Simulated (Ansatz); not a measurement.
# CHF₂NSi: one species, many methods

One table from this session's results is given with a row withheld; the runs are named, their logs left out.

Program: Ansatz 0.2.0, Gaussian basis. Level of theory: functionals in def2-TZVPP, the program's frozen cores in correlated methods. These are calculated values, not measurements.

Levels to be run: LDA (SPW92), PBE-D4, revPBE-D4, BLYP-D4, r2SCAN-D4, B97M-V, PBE0-D4, B3LYP-D4, r2SCANh-D4, r2SCAN0-D4, HSE06-D4, BHLYP-D4, CAM-B3LYP-D4, LC-ωPBE, ωB97X-V, ωB97M-V, B2PLYP, PBE-QIDH; CCSD(T)/def2-SVP; CCSD(T)/def2-TZVPP; MP2/def2-QZVPP; extrapolation to the limit; RPA on PBE.

## Structure used throughout

All runs share one geometry, relaxed beforehand with PBE0-D4 in a triple-zeta def2 set.

SMILES `FC1=N[SiH]1F`, 6 atoms, charge 0, spin multiplicity 1.

Atoms are counted from 1 here; the program's logs count them from 0.

Bond lengths: F1–C2 1.310 Å, C2–N3 1.274 Å, C2–Si4 1.750 Å, N3–Si4 1.761 Å, Si4–F5 1.581 Å, Si4–H6 1.467 Å. Angles: F1–C2–N3 127.5°, F1–C2–Si4 163.3°, N3–C2–Si4 69.1°, C2–N3–Si4 68.3°, C2–Si4–N3 42.5°, C2–Si4–F5 122.9°, C2–Si4–H6 127.1°, N3–Si4–F5 119.6°, N3–Si4–H6 122.6°, F5–Si4–H6 107.7°.

As a file:

```xyz
6
charge 0, multiplicity 1
F     1.4657   -1.6439    0.7862
C     0.5468   -0.8163    0.3532
N    -0.6443   -1.0959   -0.0017
Si   -0.2945    0.6191   -0.1904
F    -0.1118    1.2235   -1.6393
H    -0.9199    1.6494    0.6457
```

Set-up of the first run:

File in.yaml:

```yaml
crystal:
  periodic: [false, false, false]
  atoms:
    - {symbol: F, position_ang: [1.465742, -1.643887, 0.786242]}
    - {symbol: C, position_ang: [0.546811, -0.816336, 0.353218]}
    - {symbol: N, position_ang: [-0.644301, -1.095940, -0.001736]}
    - {symbol: Si, position_ang: [-0.294483, 0.619113, -0.190424]}
    - {symbol: F, position_ang: [-0.111779, 1.223550, -1.639335]}
    - {symbol: H, position_ang: [-0.919891, 1.649401, 0.645735]}
basis:
  gaussian: {orbitals: def2-TZVPP}
hamiltonian: {xc: lda}
output: {orbitals: {seedname: orbitals}}
```

Launch:

```bash
$ ansatz run in.yaml --threads 2 --pin off --events-out ev --progress --plain --max-ram 4352MiB
```

Steps of the session up to this table: LDA; PBE-D4 (GGA); revPBE-D4 (GGA); BLYP-D4 (GGA); r2SCAN-D4 (meta-GGA); B97M-V (meta-GGA); B3LYP-D4 (hybrid); r2SCANh-D4 (hybrid); r2SCAN0-D4 (hybrid); HSE06-D4 (hybrid); BHLYP-D4 (hybrid); CAM-B3LYP-D4 (range-separated); LC-ωPBE (range-separated); ωB97X-V (range-separated); ωB97M-V (range-separated); B2PLYP (double hybrid); PBE-QIDH (double hybrid).

One of the session's tables, all rows but one given; the rest of the session is left out.

It belongs to the step «Orbital energies across the functionals». 

```
  functional  HOMO (eV)  gap (eV)
 LDA (SPW92)      -6.62      4.37
      PBE-D4      -6.42      4.46
   revPBE-D4      -6.34      4.49
     BLYP-D4      -6.31      4.49
   r2SCAN-D4      -6.68      4.94
      B97M-V      -6.74      5.12
     PBE0-D4      -7.79      6.92
    B3LYP-D4      -7.58      6.46
  r2SCANh-D4      -7.19      5.86
  r2SCAN0-D4      -7.97      7.23
    HSE06-D4      -7.38      6.13
    BHLYP-D4      -9.11      9.28
CAM-B3LYP-D4      -9.21      9.49
     LC-ωPBE     -10.53     12.03
     ωB97X-V     -10.17     11.57
     ωB97M-V          ?         ?
```

Q: Estimate the row for ωB97M-V from the others.

As computed: HOMO (eV): -10.07; gap (eV): 11.23. In the column «HOMO (eV)» it lies between ωB97X-V (-10.17) and CAM-B3LYP-D4 (-9.21).
